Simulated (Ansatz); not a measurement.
# C3H6BClO: the cost of one run

All numbers below are computed with Ansatz 0.2.0 (RKS PBE0-D4/def2-SVP).

## 1. The system as given

Bond lengths: C1–C2 1.295 Å, C2–Cl3 1.727 Å, C2–B4 1.572 Å, B4–O5 1.421 Å, O5–C6 1.385 Å, C1–H7 1.103 Å, C1–H8 1.084 Å, B4–H9 1.223 Å, C6–H10 1.111 Å, C6–H11 1.139 Å, C6–H12 1.118 Å. Angles (14 of 16 angles, heavy atoms first): C1–C2–Cl3 118.3°, C1–C2–B4 125.0°, Cl3–C2–B4 116.7°, C2–B4–O5 125.5°, B4–O5–C6 108.9°, C2–C1–H7 120.6°, C2–C1–H8 121.7°, C2–B4–H9 113.7°, O5–B4–H9 120.8°, O5–C6–H10 112.0°, O5–C6–H11 112.6°, O5–C6–H12 108.7°, H7–C1–H8 117.1°, H10–C6–H11 108.5°.

Coordinates:

```xyz
12

C    -1.4668    0.8267    1.6547
C    -0.3784    0.7510    0.9567
Cl    1.1285    1.0223    1.7565
B    -0.3110    0.3928   -0.5727
O     0.8793    0.2553   -1.3364
C     1.2812   -1.0702   -1.3052
H    -2.4524    0.7154    1.1711
H    -1.4584    1.1468    2.6903
H    -1.4087    0.2553   -1.0943
H     0.5392   -1.7421   -1.7869
H     1.4734   -1.4442   -0.2468
H     2.2509   -1.1643   -1.8530
```

## 2. Relaxing end A

File input.yaml:

```yaml
crystal:
  periodic: [false, false, false]
  atoms:
    - { symbol: C, position_ang: [-1.4668, 0.8267, 1.6547] }
    - { symbol: C, position_ang: [-0.3784, 0.751, 0.9567] }
    - { symbol: Cl, position_ang: [1.1285, 1.0223, 1.7565] }
    - { symbol: B, position_ang: [-0.311, 0.3928, -0.5727] }
    - { symbol: O, position_ang: [0.8793, 0.2553, -1.3364] }
    - { symbol: C, position_ang: [1.2812, -1.0702, -1.3052] }
    - { symbol: H, position_ang: [-2.4524, 0.7154, 1.1711] }
    - { symbol: H, position_ang: [-1.4584, 1.1468, 2.6903] }
    - { symbol: H, position_ang: [-1.4087, 0.2553, -1.0943] }
    - { symbol: H, position_ang: [0.5392, -1.7421, -1.7869] }
    - { symbol: H, position_ang: [1.4734, -1.4442, -0.2468] }
    - { symbol: H, position_ang: [2.2509, -1.1643, -1.853] }
basis:
  gaussian: { orbitals: def2-SVP }
hamiltonian:
  xc: pbe0
  dispersion: d4
relax:
  f_tol: 0.02
  max_steps: 50
```

Run with:

```bash
> ansatz run input.yaml --threads 2 --pin off --max-ram 3072MiB --backend cpu --events-out ev --progress --plain --runs-dir out
```

What time and memory should one allow on 2 threads of Arm Neoverse N1, shared host?

About 3.6 min, with a peak of 0.28 GiB.
